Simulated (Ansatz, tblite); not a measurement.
# F₃FeH₉N₃: one state, many levels

The task here is to estimate one member of a computed series from the others.

Computed with Ansatz 0.2.0, Gaussian basis. Level: as each input shows.

The runs, in order: GFN1-xTB, GFN2-xTB, PBE-D4/def2-TZVP, r2SCAN-D4/def2-TZVP, r2SCAN0-D4/def2-TZVP, revPBE-D4/def2-TZVP, ωB97X-V/def2-TZVP, PBE-D4/def2-SVP, PBE0-D4/def2-SVP, MP2/def2-TZVP, RPA/def2-TZVP.

2 further runs of the same task are left out: 2 set aside as unsound or not needed. Runs told in other sessions of the task aren't counted.

### The structure

The sextet was relaxed beforehand with PBE-D4/def2-SVP.

16 atoms, charge 0, spin multiplicity 6.

Bond lengths: F1–Fe4 1.867 Å, F2–Fe4 1.867 Å, F3–Fe4 1.866 Å, Fe4–N5 2.277 Å, Fe4–N6 2.277 Å, Fe4–N7 2.277 Å, N5–H8 1.029 Å, N5–H9 1.029 Å, N5–H10 1.026 Å, N6–H11 1.026 Å, N6–H12 1.029 Å, N6–H13 1.029 Å, N7–H14 1.029 Å, N7–H15 1.026 Å, N7–H16 1.029 Å. Angles: F1–Fe4–F2 106.8°, F1–Fe4–F3 106.8°, F1–Fe4–N5 166.9°, F1–Fe4–N6 80.7°, F1–Fe4–N7 80.6°, F2–Fe4–F3 106.8°, F2–Fe4–N5 80.6°, F2–Fe4–N6 166.8°, F2–Fe4–N7 80.7°, F3–Fe4–N5 80.7°, F3–Fe4–N6 80.7°, F3–Fe4–N7 166.9°, N5–Fe4–N6 90.1°, N5–Fe4–N7 90.1°, N6–Fe4–N7 90.1°, Fe4–N5–H8 95.0°, Fe4–N5–H9 95.5°, Fe4–N5–H10 135.3° and more.

Coordinates:

```xyz
16
F3FeH9N3
F     0.2309    0.2071    2.3224
F     2.3240    0.2354    0.1787
F     0.1792    2.3272    0.2062
Fe    0.5067    0.5137    0.5020
N     0.4825    0.5153   -1.7746
N    -1.7696    0.4874    0.5286
N     0.5361   -1.7632    0.5027
H     1.4964    0.3670   -1.8743
H     0.3030    1.5242   -1.8705
H    -0.0248   -0.0056   -2.4982
H    -2.4980   -0.0269    0.0214
H    -1.8723    1.4993    0.3697
H    -1.8542    0.3193    1.5405
H     1.5465   -1.8470    0.3255
H     0.0258   -2.4992    0.0026
H     0.3878   -1.8540    1.5174
```

No spin-orbit coupling is included.

PBE0-D4/def2-TZVP was run before; its log isn't repeated, and its numbers join the tables.

Set-up of the first run:

Tight binding, by tblite at 300 K electronic temperature and without a spin-polarisation term:

```python
tblite.interface.Calculator('GFN1-xTB', numbers, positions, charge=0, uhf=5).singlepoint()
```

Tight binding, by tblite at 300 K electronic temperature and without a spin-polarisation term:

```python
tblite.interface.Calculator('GFN2-xTB', numbers, positions, charge=0, uhf=5).singlepoint()
```

start.molden holds the orbitals of an earlier run on this state, given as this run's starting guess.

The input, in.yaml:

```yaml
crystal:
  periodic: [false, false, false]
  atoms:
    - {symbol: F, position_ang: [0.230940, 0.207114, 2.322378]}
    - {symbol: F, position_ang: [2.323961, 0.235421, 0.178730]}
    - {symbol: F, position_ang: [0.179193, 2.327209, 0.206174]}
    - {symbol: Fe, position_ang: [0.506663, 0.513665, 0.501974]}
    - {symbol: N, position_ang: [0.482544, 0.515286, -1.774615]}
    - {symbol: N, position_ang: [-1.769562, 0.487379, 0.528582]}
    - {symbol: N, position_ang: [0.536052, -1.763191, 0.502748]}
    - {symbol: H, position_ang: [1.496367, 0.366988, -1.874333]}
    - {symbol: H, position_ang: [0.303023, 1.524229, -1.870456]}
    - {symbol: H, position_ang: [-0.024791, -0.005624, -2.498215]}
    - {symbol: H, position_ang: [-2.498013, -0.026856, 0.021368]}
    - {symbol: H, position_ang: [-1.872288, 1.499296, 0.369698]}
    - {symbol: H, position_ang: [-1.854154, 0.319336, 1.540507]}
    - {symbol: H, position_ang: [1.546477, -1.847049, 0.325458]}
    - {symbol: H, position_ang: [0.025759, -2.499240, 0.002610]}
    - {symbol: H, position_ang: [0.387849, -1.853982, 1.517405]}
basis:
  gaussian: {orbitals: def2-TZVP, initial_orbitals: start.molden}
magnetization: {spin_polarized: true, initial_magnetization: 5}
hamiltonian: {xc: pbe, dispersion: d4}
scf: {omitted_lower_state_checks: [starts]}
output: {forces: true, orbitals: {seedname: orbitals}}
```

Run with:

```
$ ansatz run in.yaml --threads 4 --pin off --events-out ev --progress --plain --max-ram 4787MiB
```

Steps of the session up to this table: PBE-D4/def2-TZVP; r2SCAN-D4/def2-TZVP; r2SCAN0-D4/def2-TZVP; revPBE-D4/def2-TZVP; ωB97X-V/def2-TZVP; PBE-D4/def2-SVP; PBE0-D4/def2-SVP; MP2/def2-TZVP; RPA/def2-TZVP.

One table of the session follows, with a row left open; its other results are not shown here.

It belongs to the step «Binding energy». 

```
               level  binding an atom (eV)
        HF/def2-TZVP                 2.351
     PBE-D4/def2-SVP                 3.578
    PBE-D4/def2-TZVP                 3.534
 revPBE-D4/def2-TZVP                 3.430
 r2SCAN-D4/def2-TZVP                 3.468
    PBE0-D4/def2-SVP                 3.430
   PBE0-D4/def2-TZVP                 3.415
r2SCAN0-D4/def2-TZVP                 3.367
   ωB97X-V/def2-TZVP                     ?
       MP2/def2-TZVP                 3.332
```

Q: Estimate the row for ωB97X-V/def2-TZVP from the others.

**Answer.** binding an atom (eV): 3.457. In the column «binding an atom (eV)» it lies between PBE0-D4/def2-SVP (3.430) and r2SCAN-D4/def2-TZVP (3.468).

Caveats from the session: Free atoms were run apart at each level; binding is atoms less cluster, divided by the number of atoms, without zero-point or spin-orbit terms.
